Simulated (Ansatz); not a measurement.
# MnB26N27 (Qingsongite): the cost of one run

Program: Ansatz 0.2.0. Level of theory: DFT, PBE, plane-wave PAW, default files, scalar-relativistic, as far as a step names no other. These are calculated values, not measurements.

1 further run of the same task is left out (it didn't finish).

## Step 1: Starting point

It takes space group Cm (No. 8, monoclinic). Conventional cell: a = 13.282 Å, b = 7.669 Å, c = 7.669 Å, α = 90.00°, β = 125.26°, γ = 90.00°. Mn (site symmetry m) has 4 N at 1.47 to 1.66 Å and 1 B at 2.44 Å in its first shell of neighbours. B (site symmetry m) has 4 N at 1.57 Å and 1 Mn at 2.44 Å in its first shell of neighbours. Around B (site symmetry m) lie 4 N at 1.57 Å. Around B (site symmetry 1) lie 4 N at 1.57 Å. Only part of the 36 independent sites is listed.

As a file:

```cif
data_structure
_symmetry_space_group_name_H-M 'Cm'
_symmetry_Int_Tables_number 8
_cell_length_a 13.2824
_cell_length_b 7.6686
_cell_length_c 7.6686
_cell_angle_alpha 90.000
_cell_angle_beta 125.264
_cell_angle_gamma 90.000
_cell_volume 637.76
loop_
_atom_site_label
_atom_site_type_symbol
_atom_site_symmetry_multiplicity
_atom_site_Wyckoff_symbol
_atom_site_fract_x
_atom_site_fract_y
_atom_site_fract_z
_atom_site_occupancy
Mn1 Mn 2 a 0.00000 0.00000 0.98435 1
B1 B 2 a 0.00000 0.00000 0.66667 1
B2 B 2 a 0.00000 0.00000 0.33333 1
B3 B 4 b 0.66667 0.33333 0.00000 1
B4 B 4 b 0.66667 0.33333 0.66667 1
B5 B 4 b 0.66667 0.33333 0.33333 1
B6 B 4 b 0.83333 0.16667 0.00000 1
B7 B 4 b 0.83333 0.16667 0.66667 1
B8 B 4 b 0.83333 0.16667 0.33333 1
B9 B 2 a 0.83333 0.50000 0.00000 1
B10 B 2 a 0.83333 0.50000 0.66667 1
B11 B 2 a 0.83333 0.50000 0.33333 1
B12 B 4 b 0.00000 0.33333 0.00000 1
B13 B 4 b 0.00000 0.33333 0.66667 1
B14 B 4 b 0.00000 0.33333 0.33333 1
B15 B 2 a 0.66667 0.00000 0.00000 1
B16 B 2 a 0.66667 0.00000 0.66667 1
B17 B 2 a 0.66667 0.00000 0.33333 1
N1 N 2 a 0.58333 0.50000 0.91667 1
N2 N 2 a 0.58333 0.50000 0.58333 1
N3 N 2 a 0.58333 0.50000 0.25000 1
N4 N 4 b 0.75000 0.33333 0.91667 1
N5 N 4 b 0.75000 0.33333 0.58333 1
N6 N 4 b 0.75000 0.33333 0.25000 1
N7 N 4 b 0.91667 0.16667 0.91667 1
N8 N 4 b 0.91667 0.16667 0.58333 1
N9 N 4 b 0.91667 0.16667 0.25000 1
N10 N 2 a 0.91667 0.50000 0.91667 1
N11 N 2 a 0.91667 0.50000 0.58333 1
N12 N 2 a 0.91667 0.50000 0.25000 1
N13 N 4 b 0.58333 0.83333 0.91667 1
N14 N 4 b 0.58333 0.83333 0.58333 1
N15 N 4 b 0.58333 0.83333 0.25000 1
N16 N 2 a 0.75000 0.00000 0.91667 1
N17 N 2 a 0.75000 0.00000 0.58333 1
N18 N 2 a 0.75000 0.00000 0.25000 1
```

Atom 1 of the input is the impurity.

## Step 2: Relaxing the atoms in the given cell

Contents of input.yaml:

```yaml
crystal:
  lattice:
    - [0.0, 5.4225, 5.4225]
    - [5.4225, 0.0, 5.4225]
    - [5.4225, 5.4225, 0.0]
  atoms:
    - { symbol: Mn, position: [0.0, 0.0, 0.0156482828], spin: 5.0 }
    - { symbol: B, position: [0.0, 0.0, 0.3333333333] }
    - { symbol: B, position: [0.0, 0.0, 0.6666666667] }
    - { symbol: B, position: [0.0, 0.3333333333, 0.0] }
    - { symbol: B, position: [0.0, 0.3333333333, 0.3333333333] }
    - { symbol: B, position: [0.0, 0.3333333333, 0.6666666667] }
    - { symbol: B, position: [0.0, 0.6666666667, 0.0] }
    - { symbol: B, position: [0.0, 0.6666666667, 0.3333333333] }
    - { symbol: B, position: [0.0, 0.6666666667, 0.6666666667] }
    - { symbol: B, position: [0.3333333333, 0.0, 0.0] }
    - { symbol: B, position: [0.3333333333, 0.0, 0.3333333333] }
    - { symbol: B, position: [0.3333333333, 0.0, 0.6666666667] }
    - { symbol: B, position: [0.3333333333, 0.3333333333, 0.0] }
    - { symbol: B, position: [0.3333333333, 0.3333333333, 0.3333333333] }
    - { symbol: B, position: [0.3333333333, 0.3333333333, 0.6666666667] }
    - { symbol: B, position: [0.3333333333, 0.6666666667, 0.0] }
    - { symbol: B, position: [0.3333333333, 0.6666666667, 0.3333333333] }
    - { symbol: B, position: [0.3333333333, 0.6666666667, 0.6666666667] }
    - { symbol: B, position: [0.6666666667, 0.0, 0.0] }
    - { symbol: B, position: [0.6666666667, 0.0, 0.3333333333] }
    - { symbol: B, position: [0.6666666667, 0.0, 0.6666666667] }
    - { symbol: B, position: [0.6666666667, 0.3333333333, 0.0] }
    - { symbol: B, position: [0.6666666667, 0.3333333333, 0.3333333333] }
    - { symbol: B, position: [0.6666666667, 0.3333333333, 0.6666666667] }
    - { symbol: B, position: [0.6666666667, 0.6666666667, 0.0] }
    - { symbol: B, position: [0.6666666667, 0.6666666667, 0.3333333333] }
    - { symbol: B, position: [0.6666666667, 0.6666666667, 0.6666666667] }
    - { symbol: "N", position: [0.0833333333, 0.0833333333, 0.0833333333] }
    - { symbol: "N", position: [0.0833333333, 0.0833333333, 0.4166666667] }
    - { symbol: "N", position: [0.0833333333, 0.0833333333, 0.75] }
    - { symbol: "N", position: [0.0833333333, 0.4166666667, 0.0833333333] }
    - { symbol: "N", position: [0.0833333333, 0.4166666667, 0.4166666667] }
    - { symbol: "N", position: [0.0833333333, 0.4166666667, 0.75] }
    - { symbol: "N", position: [0.0833333333, 0.75, 0.0833333333] }
    - { symbol: "N", position: [0.0833333333, 0.75, 0.4166666667] }
    - { symbol: "N", position: [0.0833333333, 0.75, 0.75] }
    - { symbol: "N", position: [0.4166666667, 0.0833333333, 0.0833333333] }
    - { symbol: "N", position: [0.4166666667, 0.0833333333, 0.4166666667] }
    - { symbol: "N", position: [0.4166666667, 0.0833333333, 0.75] }
    - { symbol: "N", position: [0.4166666667, 0.4166666667, 0.0833333333] }
    - { symbol: "N", position: [0.4166666667, 0.4166666667, 0.4166666667] }
    - { symbol: "N", position: [0.4166666667, 0.4166666667, 0.75] }
    - { symbol: "N", position: [0.4166666667, 0.75, 0.0833333333] }
    - { symbol: "N", position: [0.4166666667, 0.75, 0.4166666667] }
    - { symbol: "N", position: [0.4166666667, 0.75, 0.75] }
    - { symbol: "N", position: [0.75, 0.0833333333, 0.0833333333] }
    - { symbol: "N", position: [0.75, 0.0833333333, 0.4166666667] }
    - { symbol: "N", position: [0.75, 0.0833333333, 0.75] }
    - { symbol: "N", position: [0.75, 0.4166666667, 0.0833333333] }
    - { symbol: "N", position: [0.75, 0.4166666667, 0.4166666667] }
    - { symbol: "N", position: [0.75, 0.4166666667, 0.75] }
    - { symbol: "N", position: [0.75, 0.75, 0.0833333333] }
    - { symbol: "N", position: [0.75, 0.75, 0.4166666667] }
    - { symbol: "N", position: [0.75, 0.75, 0.75] }
magnetization:
  spin_polarized: true
total_charge: -1
kpoints:
  mp_grid: { grid: [3, 3, 3] }
scf:
  occupations: { method: fermi_dirac, width: 0.01 }
hamiltonian:
  xc: pbe
  pseudopotentials: { kind: paw }
output:
  forces: true
  stress: true
  populations: true
  efg:
    quadrupole_moments_barn: { Mn: 0.33, B: 0.04059, "N": 0.02044 }
    contact_densities: true
  write_density: true
  write_potential: true
  elf: true
  volumetric_format: npy
relax:
  f_tol: 0.03
  max_steps: 40
```

The run is started by

```
> ansatz run input.yaml --threads 4 --pin off --max-ram 8192MiB --backend cpu --events-out ev --progress --plain --runs-dir out
```

Q: Estimate wall time and peak memory on 4 threads of Arm Neoverse V2, shared host.

About 14 min, with a peak of 2.2 GiB.
